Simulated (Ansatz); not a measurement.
# GeNH₂ (quartet): wave-function methods side by side, cc-pVDZ

An exercise on one series of results from a longer session: the logs are not shown, and one member is left open.

Program: Ansatz 0.2.0, Gaussian basis. Level of theory: cc-pVDZ, core rule «outside noble gas», up to 15 orbitals frozen. These are calculated values, not measurements.

Plan: UHF; CCSD(T) on ROHF; CCSD(T) on UHF; BCCD(T) on ROHF; CISD; CCSDT(Q) on ROHF; CCSDT(Q) on UHF; CASSCF and MRCISD+Q, 11 electrons in 10 orbitals; CASSCF and NEVPT2, 11 electrons in 10 orbitals.

23 further runs of the same task are left out: 2 for a known fault of the program, 9 that didn't finish, 12 set aside as unsound or not needed.

## The geometry

The geometry is a PBE0/def2-TZVP stationary point (not a proven minimum). No spin-orbit coupling is included. The filled d shell of Ge may be among the frozen orbitals whatever the setting's name suggests; the logs give the count.

4 atoms, charge 0, spin multiplicity 4.

Atoms are counted from 1 here; the program's logs count them from 0.

Bond lengths: Ge1–N2 1.931 Å, Ge1–H3 1.558 Å, N2–H4 1.027 Å. Angles: N2–Ge1–H3 110.8°, Ge1–N2–H4 110.3°.

Coordinates:

```xyz
4

Ge    0.0025    0.0446    0.3220
N    -0.0742   -0.1716   -1.5955
H     0.2844   -1.3181    1.0220
H     0.5668    0.4872   -2.0539
```

Set-up of the first run:

Input file in.yaml:

```yaml
crystal:
  periodic: [false, false, false]
  atoms:
    - {symbol: Ge, position_ang: [0.002496, 0.044611, 0.321966]}
    - {symbol: N, position_ang: [-0.074202, -0.171566, -1.595492]}
    - {symbol: H, position_ang: [0.284433, -1.318092, 1.022012]}
    - {symbol: H, position_ang: [0.566824, 0.487213, -2.053874]}
basis:
  gaussian: {orbitals: cc-pVDZ}
magnetization: {spin_polarized: true, initial_magnetization: 3}
hamiltonian: {xc: hf}
output: {orbitals: {seedname: orbitals}}
```

Run with:

```sh
> ansatz run in.yaml --threads 1 --pin off --events-out ev --progress --plain --max-ram 2393MiB
```

Steps of the session up to this table: UHF; CCSD(T) on ROHF; CCSD(T) on UHF; BCCD(T) on ROHF; CISD; CCSDT(Q) on ROHF; CCSDT(Q) on UHF; CASSCF and MRCISD+Q, 11 electrons in 10 orbitals; CASSCF and NEVPT2, 11 electrons in 10 orbitals.

One of the session's tables, all rows but one given; the rest of the session is left out.

```
          method  from UCCSDT(Q) (meV)
            ROHF               +6591.9
             UHF               +6359.4
            RMP2               +1064.0
            UMP2                     ?
           RCCSD                +225.3
           UCCSD                +208.4
        RCCSD(T)                 +52.7
        UCCSD(T)                 +43.7
         BCCD(T)                 +53.0
          RCCSDT                 +23.9
          UCCSDT                 +13.9
       RCCSDT(Q)                 +10.5
       UCCSDT(Q)                     0
  CASSCF valence               +4559.1
  NEVPT2 valence                +961.6
  MRCISD valence                +306.7
MRCISD+Q valence                 +31.3
```

Q: Estimate the row for UMP2 from the others.

**Answer.** from UCCSDT(Q) (meV): +1072.4. In the column «from UCCSDT(Q) (meV)» it lies between RMP2 (+1064.0) and CASSCF valence (+4559.1).

Not comparable, so not listed: CISD (they don't share determinant, frozen orbitals or solution with the rows shown, or repeat one).

Limits of these values: Restricted and unrestricted rows rest on different reference determinants; where their highest levels disagree by more than a few hundredths of an eV, they describe different states and don't form one ladder.
